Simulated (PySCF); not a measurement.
**GaF₃: electronic structure in real space**

Aim: take GaF₃ and analyse its density (charges, bond critical points, surface potential), see where an electron leaves and enters and measure its response to a uniform field.

Method: levels as typed in each script, gas phase, geometry from GFN2-xTB; program: PySCF 2.14.0.

## Step 1: Starting geometry

SMILES `F[Ga](F)F`, 4 atoms, charge 0, spin multiplicity 1.

Bond lengths: F1–Ga2 1.732 Å, Ga2–F3 1.732 Å, Ga2–F4 1.733 Å. Angles: F1–Ga2–F3 120.0°, F1–Ga2–F4 120.0°, F3–Ga2–F4 120.0°.

Geometry (Å):

```csv
atom,x (Å),y (Å),z (Å)
F1,1.4087,-1.0081,0.0000
Ga2,0.0001,0.0000,0.0000
F3,0.1685,1.7241,0.0000
F4,-1.5776,-0.7160,0.0000
```

## Step 2: Density, bond paths and surface potential (PBE0/def2-tzvp)

The input, input.py:

```python
import numpy as np
from pyscf import gto, scf, dft
from pyscf.scf import atom_ks, atom_hf
from scipy.linalg import block_diag

def solve(mol, dm0=None, hcore=None):
    mf = (dft.UKS if mol.spin else dft.RKS)(mol, xc='pbe0')
    mf.grids.level = 3
    mf = mf.density_fit(auxbasis='def2-universal-jkfit')
    mf.conv_tol, mf.max_cycle = 1e-8, 80
    if hcore is not None:
        mf.get_hcore = lambda *args: hcore
    mf.kernel(dm0)
    if not mf.converged:
        mf = mf.newton().run(mf.mo_coeff, mf.mo_occ, max_cycle=30)
    assert mf.converged, 'SCF not converged'
    return mf

mol = gto.M(atom='''
F      1.40869    -1.00812     0.00000
Ga     0.00012     0.00000     0.00000
F      0.16851     1.72413     0.00000
F     -1.57760    -0.71602     0.00000
''', basis='def2-tzvp', charge=0, spin=0, verbose=4)
mf = solve(mol)
mf.analyze()
# spherically averaged free atoms, for the promolecule
atm = atom_ks.get_atm_nrks(mol, xc='pbe0')
pro = block_diag(*[(atm[a[0]][2] * atm[a[0]][3]) @ atm[a[0]][2].T for a in mol._atom])
np.savez('result.npz', e=mf.e_tot, c=mf.mo_coeff, occ=mf.mo_occ, eps=mf.mo_energy, pro=pro, dip=mf.dip_moment(verbose=0), s2=mf.spin_square()[0])
```

Launch:

```bash
OMP_NUM_THREADS=1 python input.py
```

## Step 4: Removing and adding an electron (PBE0/def2-tzvp)

input.py: that of step 2 with these lines changed.

```diff
@@ -25,3 +25,12 @@
 mf = solve(mol)
-mf.analyze()
+out = dict(e0=mf.e_tot, dm0=mf.make_rdm1(), c=mf.mo_coeff, occ=mf.mo_occ, eps=mf.mo_energy)
+for name, dq, spin in [('cation', 1, 1)]:
+    ion = mol.copy().set(charge=mol.charge + dq, spin=spin).build()
+    mi = solve(ion)
+    if spin and dq > 0 and mol.nao < 130:
+        c, _, stable, _ = mi.stability(return_status=True)
+        if not stable:
+            mi = solve(ion, mi.make_rdm1(c, mi.mo_occ))
+    print(name, 'vertical energy change / eV', (mi.e_tot - mf.e_tot) * 27.211386)
+    out.update({'e_' + name: mi.e_tot, 'dm_' + name: mi.make_rdm1(), 's2_' + name: mi.spin_square()[0], 'eps_' + name: mi.mo_energy, 'occ_' + name: mi.mo_occ})
 # spherically averaged free atoms, for the promolecule
@@ -29,2 +38,2 @@
 pro = block_diag(*[(atm[a[0]][2] * atm[a[0]][3]) @ atm[a[0]][2].T for a in mol._atom])
-np.savez('result.npz', e=mf.e_tot, c=mf.mo_coeff, occ=mf.mo_occ, eps=mf.mo_energy, pro=pro, dip=mf.dip_moment(verbose=0), s2=mf.spin_square()[0])
+np.savez('result.npz', pro=pro, **out)
```

## Step 6: Response to an electric field (PBE0/def2-tzvp)

The input, input.py:

```python
import numpy as np
from pyscf import gto, scf, dft
from pyscf.scf import atom_ks, atom_hf
from scipy.linalg import block_diag

def solve(mol, dm0=None, hcore=None):
    mf = (dft.UKS if mol.spin else dft.RKS)(mol, xc='pbe0')
    mf.grids.level = 3
    mf = mf.density_fit(auxbasis='def2-universal-jkfit')
    mf.conv_tol, mf.max_cycle = 1e-8, 80
    if hcore is not None:
        mf.get_hcore = lambda *args: hcore
    mf.kernel(dm0)
    if not mf.converged:
        mf = mf.newton().run(mf.mo_coeff, mf.mo_occ, max_cycle=30)
    assert mf.converged, 'SCF not converged'
    return mf

mol = gto.M(atom='''
F      1.40869    -1.00812     0.00000
Ga     0.00012     0.00000     0.00000
F      0.16851     1.72413     0.00000
F     -1.57760    -0.71602     0.00000
''', basis='def2-tzvp', charge=0, spin=0, verbose=4)
field = np.array([0.004, 0.0, 0.0])  # atomic units
mol.set_common_orig(mol.atom_charges() @ mol.atom_coords() / mol.atom_charges().sum())
mf = solve(mol)
out = dict(dm0=mf.make_rdm1(), d0=mf.dip_moment(unit='AU'), e0=mf.e_tot)
for name, sign in (('p', 1), ('m', -1)):
    h = mf.get_hcore() + sign * np.einsum('x,xij->ij', field, mol.intor('int1e_r'))
    mi = solve(mol, mf.make_rdm1(), h)
    out.update({'dm' + name: mi.make_rdm1(), 'd' + name: mi.dip_moment(unit='AU'), 'e' + name: mi.e_tot})
# spherically averaged free atoms, for the promolecule
atm = atom_ks.get_atm_nrks(mol, xc='pbe0')
pro = block_diag(*[(atm[a[0]][2] * atm[a[0]][3]) @ atm[a[0]][2].T for a in mol._atom])
np.savez('result.npz', pro=pro, **out)
```

(Steps that only read results are left out.)

Before running it: what results should come out? Wanted: dipole moment; HOMO, LUMO; vertical ionisation energy; polarisability along the field.

As calculated:

| quantity | value |
| --- | --- |
| dipole moment (PBE0/def2-tzvp) | 0.00 D |
| HOMO, LUMO (PBE0/def2-tzvp) | -11.76, -2.43 eV |
| vertical ionisation energy (PBE0/def2-tzvp) | 14.39 eV |
| polarisability along the field (PBE0/def2-tzvp) | 23.6 bohr³ |

In words: At PBE0/def2-tzvp: The highest Hirshfeld charge is on Ga2 (+0.82 e), the lowest on F1, F3 and F4 (−0.27 e). The ionisation energy from two SCF runs, 14.39 eV, lies 2.6 eV above −ε(HOMO) = 11.76 eV of the same level, PBE0/def2-tzvp, since self-interaction lifts this functional's HOMO. The geometry was not optimised at these levels.
